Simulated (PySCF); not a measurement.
**CeH: from the state search to spectroscopic constants**

The task here is to estimate one member of a computed series from the others.

The runs use PySCF 2.14.0; Ce x2c-TZVPPall, H x2c-TZVPPall, spin-free X2C with a Gaussian nucleus.

The first run:

Settings of the job:

```
atoms                         : Ce, H
charge                        : 0
basis                         : Ce x2c-TZVPPall, H x2c-TZVPPall
Hamiltonian                   : spin-free X2C with a Gaussian nucleus
basis functions               : 127
electrons treated             : 59
masses in u                   : 139.9054, 1.0078
levels                        : PBE0, PBE, r²SCAN, BP86, r²SCANh, PBEsol, revPBE, ωB97M-V, HF, MP2, SCS-MP2
grid                          : 80 radial by 434 angular points
occupations                   : held fixed by the projection of orbital angular momentum
dissociation limit            : Ce + H, each in its ground configuration
starting distance in angstrom : 1.820
values of 2S to try           : 1, 3
```

Launch:

```
$ OMP_NUM_THREADS=2 python dia.py task.json out
```

Among the steps run: The job; The PBE0 curve of the state that the search chose; Excited determinants; PBE (GGA); r²SCAN; BP86 (GGA); r²SCANh (hybrid meta-GGA); PBEsol; revPBE; ωB97M-V; UHF (mean field).

One table of the session follows, with a row left open; its other results are not shown here.

It belongs to the step «Constants by level of theory». 

| level | Re (Å) | ωe (cm⁻¹) | De (eV) |
| --- | --- | --- | --- |
| UHF | 2.114 | 1333 | 2.22 |
| UHF-MP2 | 2.035 | 1451 | 2.59 |
| UHF-SCS-MP2 | 2.049 | 1431 | 2.64 |
| r²SCAN | 2.060 | 1351 | 2.98 |
| r²SCANh | 2.053 | 1368 | 2.91 |
| PBE0 | ? | ? | ? |
| ωB97M-V | 2.071 | 1335 | 2.78 |

Q: Estimate the row for PBE0 from the others.

As computed: Re (Å): 2.046; ωe (cm⁻¹): 1376; De (eV): 2.84. In the column «Re (Å)» it lies between UHF-MP2 (2.035) and UHF-SCS-MP2 (2.049).

De is counted to Ce + H in their ground configurations.

Limits of these values: The state is the lowest single determinant that the PBE0 search found; with open d or f shells the true ground state can be another one. At some levels the lowest empty orbital lies below the highest filled one (the two can be of opposite spin).
